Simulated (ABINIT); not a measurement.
## Hf3Be: single point with PBE

Hf3Be:

```xyz
4
Lattice="-2.0920 2.0920 4.3530 2.0920 -2.0920 4.3530 2.0920 2.0920 -4.3530" Properties=species:S:1:pos:R:3 pbc="T T T"
Hf    0.0000    0.0000    4.3530
Hf    2.0920    0.0000    2.1765
Hf    0.0000    2.0920    2.1765
Be    0.0000    0.0000    0.0000
```

The cell comes from a database or a generator and needn't be the stable form of this composition.

```json
{
  "Program": "ABINIT 10.8.3 (patched build)",
  "Task": "single point",
  "Functional": "PBE",
  "Potentials or basis": "JTH PAW PBE v2.0",
  "Cutoff": "517 eV",
  "k mesh": "9 × 9 × 9",
  "Occupations": "fermi-dirac, width 0.05 eV",
  "Spin": "no spin polarisation"
}
```

```
Pressure                                              : 0.0 GPa
Band gap on the k mesh                                : none (metal or under the smearing width)
Valence electrons inside the program's atomic spheres : Hf 9.55, 9.57; Be 2.47
```

Stress tensor (GPa, compression positive):
```
-0.23  0.00  0.00
 0.00 -0.23  0.00
 0.00  0.00  0.42
```

Levels at points of the mesh, in eV from the Fermi level:
```
           k point  band 16  band 17  band 18  band 19  band 20  band 21  band 22  band 23  band 24
(0.00, 0.00, 0.00)    -2.54    -1.41    -0.99    -0.99     0.09     0.77     0.77     1.59     3.05
```

It took 2.8 min on 1 thread of Arm Neoverse V2, on a shared host, peak memory 0.29 GiB.

Spin-orbit coupling is left out, which matters for the levels of Hf.
